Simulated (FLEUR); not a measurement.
A run of FLEUR MaX-R8.1 (later development tree) is set up as follows.

The input inp.xml:

```xml
<?xml version="1.0" encoding="UTF-8" standalone="no"?>
<fleurInput fleurInputVersion="0.39">
   <comment>
      ZrC                                                                                                 
   </comment>
   <calculationSetup>
      <cutoffs Kmax="4.42" Gmax="13.7" GmaxXC="13.7" numbands="200"/>
      <scfLoop itmax="60" minDistance="0.00001" maxIterBroyd="15" imix="Anderson" alpha="0.05" precondParam="0.0" spinf="2.0" sdNocoIR="T"/>
      <coreElectrons ctail="T" frcor="F" kcrel="0" coretail_lmax="0"/>
      <xcFunctional name="PBEs" relativisticCorrections="F"/>
      <magnetism jspins="1"/>
      <soc l_soc="T" theta="0.0" phi="0.0" spav="F"/>
      <expertModes spex="0" secvar="F"/>
      <geometryOptimization l_f="F" forcealpha="1.0" forcemix="BFGS" epsdisp="0.00001" epsforce="0.00001"/>
      <ldaU l_linMix="F" mixParam="0.05" spinf="1.0"/>
   </calculationSetup>
   <cell>
      <bzIntegration valenceElectrons="32.0" mode="hist" fermiSmearingEnergy="0.00183747">
         <kPointListSelection listName="default-1"/>
         <!-- k-points included here -->
         <xi:include xmlns:xi="http://www.w3.org/2001/XInclude" href="kpts.xml"> </xi:include>
      </bzIntegration>
      <!-- symmetry operations included here -->
      <xi:include xmlns:xi="http://www.w3.org/2001/XInclude" href="sym.xml"> </xi:include>
      <bulkLattice scale="1.0">
         <bravaisMatrix>
            <row-1>    6.4089613117814705     0.0000000000000000     0.0000000000000000</row-1>
            <row-2>   -3.2044806558907353     5.5503233078537235     0.0000000000000000</row-2>
            <row-3>    0.0000000000000000     0.0000000000000000     9.9967513546186044</row-3>
         </bravaisMatrix>
      </bulkLattice>
   </cell>
   <atomSpecies>
      <species name="Zirconium (Zr)" element="Zr" atomicNumber="40">
         <mtSphere radius="2.51" gridPoints="829" logIncrement="0.015"/>
         <atomicCutoffs lmax="10" lnonsphr="10"/>
         <electronConfig flipSpins="F">
            <coreConfig>(1s1/2) (2s1/2) (2p1/2) (2p3/2) (3s1/2) (3p1/2) (3p3/2) (3d3/2) (3d5/2)</coreConfig>
            <valenceConfig>(4s1/2) (4p1/2) (4p3/2) (5s1/2) (4d3/2) (4d5/2)</valenceConfig>
            <stateOccupation state="(4d3/2)" spinUp="0.400000" spinDown="0.400000"/>
            <stateOccupation state="(4d5/2)" spinUp="0.600000" spinDown="0.600000"/>
         </electronConfig>
         <energyParameters s="5" p="5" d="4" f="4"/>
         <lo type="SCLO" l="0" n="4" eDeriv="0"/>
         <lo type="SCLO" l="1" n="4" eDeriv="0"/>
         <lo type="SCLO" l="1" n="4" eDeriv="1"/>
         <lo type="SCLO" l="2" n="4" eDeriv="2"/>
         <lo type="SCLO" l="3" n="4" eDeriv="2"/>
      </species>
      <species name="Carbon (C)" element="C" atomicNumber="6">
         <mtSphere radius="1.63" gridPoints="539" logIncrement="0.019"/>
         <atomicCutoffs lmax="8" lnonsphr="8"/>
         <electronConfig flipSpins="F">
            <coreConfig>(1s1/2)</coreConfig>
            <valenceConfig>(2s1/2) (2p1/2) (2p3/2)</valenceConfig>
            <stateOccupation state="(2p1/2)" spinUp="0.333333" spinDown="0.333333"/>
            <stateOccupation state="(2p3/2)" spinUp="0.666667" spinDown="0.666667"/>
         </electronConfig>
         <energyParameters s="2" p="2" d="3" f="4"/>
         <lo type="SCLO" l="0" n="2" eDeriv="2"/>
         <lo type="SCLO" l="1" n="2" eDeriv="2"/>
         <lo type="SCLO" l="2" n="3" eDeriv="2"/>
      </species>
   </atomSpecies>
   <atomGroups>
      <atomGroup species="Zirconium (Zr)">
         <relPos label="                   1">-1.000/3.000 1.000/3.000 -1.000/4.000</relPos>
         <relPos label="                   2">1.000/3.000 -1.000/3.000 1.000/4.000</relPos>
         <force calculate="T" relaxXYZ="TTT"/>
      </atomGroup>
      <atomGroup species="Carbon (C)">
         <relPos label="                   3">.0000000000 .0000000000 1.000/2.000</relPos>
         <relPos label="                   4">.0000000000 .0000000000 .0000000000</relPos>
         <force calculate="T" relaxXYZ="TTT"/>
      </atomGroup>
   </atomGroups>
   <output dos="F" band="F" slice="F">
      <checks vchk="F" cdinf="F"/>
      <bandDOS minEnergy="-.5*Htr" maxEnergy="0.5*Htr" sigma="0.015" storeEVData="T"/>
      <vacuumDOS vacdos="F" integ="F" star="F" nstars="0" locx1="0.0" locy1="0.0" locx2="0.0" locy2="0.0" nstm="0" tworkf="0.0"/>
      <unfoldingBand unfoldBand="F" supercellX="1" supercellY="1" supercellZ="1"/>
      <plotting iplot="0" polar="F">
         <plot TwoD="T" vec1="  1.0  0.0  0.0" vec2="  0.0  1.0  0.0" vec3="  0.0  0.0  1.0" zero="  0.0  0.0  0.0" file="plot"/>
      </plotting>
      <chargeDensitySlicing numkpt="0" minEigenval="0.0" maxEigenval="0.0" nnne="0" pallst="F"/>
      <specialOutput eonly="F"/>
      <moessbauerParams electricFieldGradient="T" isomerShift="T" coreHyperfine="T" valenceHyperfine="T"/>
      <magneticCircularDichroism mcd="F" energyLo="-10.0" energyUp="0.0"/>
   </output>
  <!-- We include the file relax.xml here to enable relaxations (see documentation) -->
  <xi:include xmlns:xi="http://www.w3.org/2001/XInclude" href="relax.xml"> <xi:fallback/> </xi:include>
</fleurInput>
```

Contents of crystal.txt:

```
ZrC
&input cartesian=F /
3.3914762718  0.0000000000  0.0000000000
-1.6957381359  2.9371046077  0.0000000000
0.0000000000  0.0000000000  5.2900530000
1.8897261246
1.0 1.0 1.0

4
40 0.6666666666  0.3333333332  0.7500000000
40 0.3333333332  0.6666666666  0.2500000000
6 -0.0000000001  -0.0000000001  0.5000000000
6 -0.0000000001  -0.0000000001  0.0000000000

&soc 0.0 0.0 /
&kpt div1=7 div2=7 div3=4 gamma=T /
```

Contents of inp.xml (bands):

```
<?xml version="1.0" encoding="UTF-8" standalone="no"?>
<fleurInput fleurInputVersion="0.39">
   <comment>
      ZrC                                                                                                 
   </comment>
   <calculationSetup>
      <cutoffs Kmax="4.42" Gmax="13.7" GmaxXC="13.7" numbands="200"/>
      <scfLoop itmax="60" minDistance="0.00001" maxIterBroyd="15" imix="Anderson" alpha="0.05" precondParam="0.0" spinf="2.0" sdNocoIR="T"/>
      <coreElectrons ctail="T" frcor="F" kcrel="0" coretail_lmax="0"/>
      <xcFunctional name="PBEs" relativisticCorrections="F"/>
      <magnetism jspins="1"/>
      <soc l_soc="T" theta="0.0" phi="0.0" spav="F"/>
      <expertModes spex="0" secvar="F"/>
      <geometryOptimization l_f="F" forcealpha="1.0" forcemix="BFGS" epsdisp="0.00001" epsforce="0.00001"/>
      <ldaU l_linMix="F" mixParam="0.05" spinf="1.0"/>
   </calculationSetup>
   <cell>
      <bzIntegration valenceElectrons="32.0" mode="hist" fermiSmearingEnergy="0.00183747">
         <kPointListSelection listName="path-1"/>
         <!-- k-points included here -->
         <xi:include xmlns:xi="http://www.w3.org/2001/XInclude" href="kpts.xml"> </xi:include>
      </bzIntegration>
      <!-- symmetry operations included here -->
      <xi:include xmlns:xi="http://www.w3.org/2001/XInclude" href="sym.xml"> </xi:include>
      <bulkLattice scale="1.0">
         <bravaisMatrix>
            <row-1>    6.4089613117814705     0.0000000000000000     0.0000000000000000</row-1>
            <row-2>   -3.2044806558907353     5.5503233078537235     0.0000000000000000</row-2>
            <row-3>    0.0000000000000000     0.0000000000000000     9.9967513546186044</row-3>
         </bravaisMatrix>
      </bulkLattice>
   </cell>
   <atomSpecies>
      <species name="Zirconium (Zr)" element="Zr" atomicNumber="40">
         <mtSphere radius="2.51" gridPoints="829" logIncrement="0.015"/>
         <atomicCutoffs lmax="10" lnonsphr="10"/>
         <electronConfig flipSpins="F">
            <coreConfig>(1s1/2) (2s1/2) (2p1/2) (2p3/2) (3s1/2) (3p1/2) (3p3/2) (3d3/2) (3d5/2)</coreConfig>
            <valenceConfig>(4s1/2) (4p1/2) (4p3/2) (5s1/2) (4d3/2) (4d5/2)</valenceConfig>
            <stateOccupation state="(4d3/2)" spinUp="0.400000" spinDown="0.400000"/>
            <stateOccupation state="(4d5/2)" spinUp="0.600000" spinDown="0.600000"/>
         </electronConfig>
         <energyParameters s="5" p="5" d="4" f="4"/>
         <lo type="SCLO" l="0" n="4" eDeriv="0"/>
         <lo type="SCLO" l="1" n="4" eDeriv="0"/>
         <lo type="SCLO" l="1" n="4" eDeriv="1"/>
         <lo type="SCLO" l="2" n="4" eDeriv="2"/>
         <lo type="SCLO" l="3" n="4" eDeriv="2"/>
      </species>
      <species name="Carbon (C)" element="C" atomicNumber="6">
         <mtSphere radius="1.63" gridPoints="539" logIncrement="0.019"/>
         <atomicCutoffs lmax="8" lnonsphr="8"/>
         <electronConfig flipSpins="F">
            <coreConfig>(1s1/2)</coreConfig>
            <valenceConfig>(2s1/2) (2p1/2) (2p3/2)</valenceConfig>
            <stateOccupation state="(2p1/2)" spinUp="0.333333" spinDown="0.333333"/>
            <stateOccupation state="(2p3/2)" spinUp="0.666667" spinDown="0.666667"/>
         </electronConfig>
         <energyParameters s="2" p="2" d="3" f="4"/>
         <lo type="SCLO" l="0" n="2" eDeriv="2"/>
         <lo type="SCLO" l="1" n="2" eDeriv="2"/>
         <lo type="SCLO" l="2" n="3" eDeriv="2"/>
      </species>
   </atomSpecies>
   <atomGroups>
      <atomGroup species="Zirconium (Zr)">
         <relPos label="                   1">-1.000/3.000 1.000/3.000 -1.000/4.000</relPos>
         <relPos label="                   2">1.000/3.000 -1.000/3.000 1.000/4.000</relPos>
         <force calculate="T" relaxXYZ="TTT"/>
      </atomGroup>
      <atomGroup species="Carbon (C)">
         <relPos label="                   3">.0000000000 .0000000000 1.000/2.000</relPos>
         <relPos label="                   4">.0000000000 .0000000000 .0000000000</relPos>
         <force calculate="T" relaxXYZ="TTT"/>
      </atomGroup>
   </atomGroups>
   <output dos="F" band="T" slice="F">
      <checks vchk="F" cdinf="F"/>
      <bandDOS minEnergy="-.5*Htr" maxEnergy="0.5*Htr" sigma="0.015" storeEVData="T"/>
      <vacuumDOS vacdos="F" integ="F" star="F" nstars="0" locx1="0.0" locy1="0.0" locx2="0.0" locy2="0.0" nstm="0" tworkf="0.0"/>
      <unfoldingBand unfoldBand="F" supercellX="1" supercellY="1" supercellZ="1"/>
      <plotting iplot="0" polar="F">
         <plot TwoD="T" vec1="  1.0  0.0  0.0" vec2="  0.0  1.0  0.0" vec3="  0.0  0.0  1.0" zero="  0.0  0.0  0.0" file="plot"/>
      </plotting>
      <chargeDensitySlicing numkpt="0" minEigenval="0.0" maxEigenval="0.0" nnne="0" pallst="F"/>
      <specialOutput eonly="F"/>
      <moessbauerParams electricFieldGradient="T" isomerShift="T" coreHyperfine="T" valenceHyperfine="T"/>
      <magneticCircularDichroism mcd="F" energyLo="-10.0" energyUp="0.0"/>
   </output>
  <!-- We include the file relax.xml here to enable relaxations (see documentation) -->
  <xi:include xmlns:xi="http://www.w3.org/2001/XInclude" href="relax.xml"> <xi:fallback/> </xi:include>
</fleurInput>
```

Potentials or basis: all-electron, FLAPW.

Command:

```console
$ inpgen -f crystal.txt -profile fastHighL
$ # inp.xml edited to the form shown
$ fleur_MPI
$ fleur_MPI   # second run, on inp.xml (bands)
```

(1) Estimate the band gap along the path.

Answers

(1) none (metal or under the smearing width).

Caveat: spin-orbit coupling is added in second variation on a limited number of bands.
